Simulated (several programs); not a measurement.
What each method gives for Ba2SO (ordering on rocksalt)

Ba2SO, ordered on the rocksalt lattice (P4/mmm) with 4 atoms a cell, relaxed with r2SCAN in Ansatz, was computed with several methods. The symmetry is P4/mmm (No. 123, tetragonal); conventional cell a = 4.293 Å, c = 6.078 Å, 28.00 Å³ an atom. Around O lie 6 Ba at 3.04 Å; around Ba lie 4 S at 3.04 Å and 2 O at 3.04 Å; around S lie 6 Ba at 3.04 Å; around Ba lie 4 O at 3.04 Å and 2 S at 3.04 Å. Note: simulated data, non-magnetic, for a generated structure that need not be the stable one.

```
CELL_PARAMETERS angstrom
4.29302 0.00000 0.00000
0.00000 4.29302 0.00000
0.00000 0.00000 6.07753
ATOMIC_POSITIONS crystal
O 0.00000 0.00000 0.00000
Ba 0.00000 0.00000 0.50000
S 0.50000 0.50000 0.50000
Ba 0.50000 0.50000 0.00000
```

Gaps and times are for a single point on this cell; volume and bulk modulus come from each method's own relaxation or energy curve at fixed shape, which is too stiff where a cell has free coordinates or axes. Times are rough, from shared hosts (Arm Neoverse V1; Intel Xeon Platinum 8488C), and each method has its own mesh and cell size. A dagger marks a closed or tiny gap in a crystal that DFT finds insulating: a failure of the method or a wrong SCF state. A double dagger marks a value from a curve with shape and coordinates held. PM6 (MOPAC), PM7 (MOPAC), GFN2-xTB (tblite) treat a cluster of cells at its zone centre, which samples few k points: where these miss a band edge, the gap comes out too large for that reason alone. Gaps from k meshes are read at a limited set of points (mesh, symmetry points, PBE's band edges), so each method's own least gap may be somewhat smaller. xTB and the PM methods were fitted mostly to molecules, and can miss a solid's gap by electronvolts. Minimal bases can be far off for gaps. Times of the plane-wave ladder aren't listed, since it ran on unlike processors and cards. GLLB-SC's gap includes the derivative discontinuity. G0W0 is at finite bands, cutoff and mesh. d marks a direct gap, i an indirect one (no mark: not told apart), a dash a value that wasn't computed or didn't pass its checks.

| method | kind | gap (eV) | own volume (Å³/atom) | bulk modulus (GPa) | atoms computed | processor time |
| --- | --- | --- | --- | --- | --- | --- |
| light PBE (260 eV and a coarse mesh) | light plane-wave | 1.56 d | – | – | 4 | 1.2 s |
| GFN2-xTB (tblite) | tight binding | 0.00† | – | – | cluster | 3.5 s |
| PBE | semilocal | 1.64 d | 28.21 | 49‡ | 4 | – |
| PM7 (MOPAC) | semi-empirical | 2.47 | – | – | cluster | 10 s |
| PBE/SZV (CP2K) | small basis | overlap 0.01† | – | – | 4 | 13 s |
| r2SCAN | semilocal | 1.96 d | 28.00 | 53‡ | 4 | – |
| PM6 (MOPAC) | semi-empirical | 2.58 | – | – | cluster | 17 s |
| PBE/DZVP (CP2K) | small basis | 1.96 d | 28.89‡ | 49‡ | 4 | 21 s |
| GLLB-SC (GPAW) | model potential | 4.14 | – | – | 4 | 36 s |
| PBE+SOC | semilocal | 1.61 d | – | – | 4 | – |
| PBE/single zeta (GPAW) | small basis | 1.55 d | – | – | 4 | 100 s |
| PBE0 | hybrid | 3.48 d | – | – | 4 | – |
| HSE06 | hybrid | 2.75 d | – | – | 4 | – |
| G0W0@r2SCAN (140 eV screening cutoff) | many-body | 2.62 | – | – | 4 | – |
| G0W0@HSE06 (140 eV screening cutoff) | many-body | 2.99 | – | – | 4 | – |
| G0W0@PBE (210 eV screening cutoff) | many-body | 2.58 | – | – | 4 | – |

Against HSE06 (2.75 eV) and with closed or daggered gaps left aside, the nearest gap at the points sampled is that of G0W0@r2SCAN (140 eV screening cutoff) (-0.13 eV) and the farthest that of GLLB-SC (GPAW) (+1.39 eV). HSE06 is only a yardstick of convenience, and nearness to it can be luck.

Volumes against r2SCAN's: PBE +0.7 %.

Runs without a result: GFN1-xTB (tblite) (single point).

Only the rows marked +SOC include spin-orbit coupling.
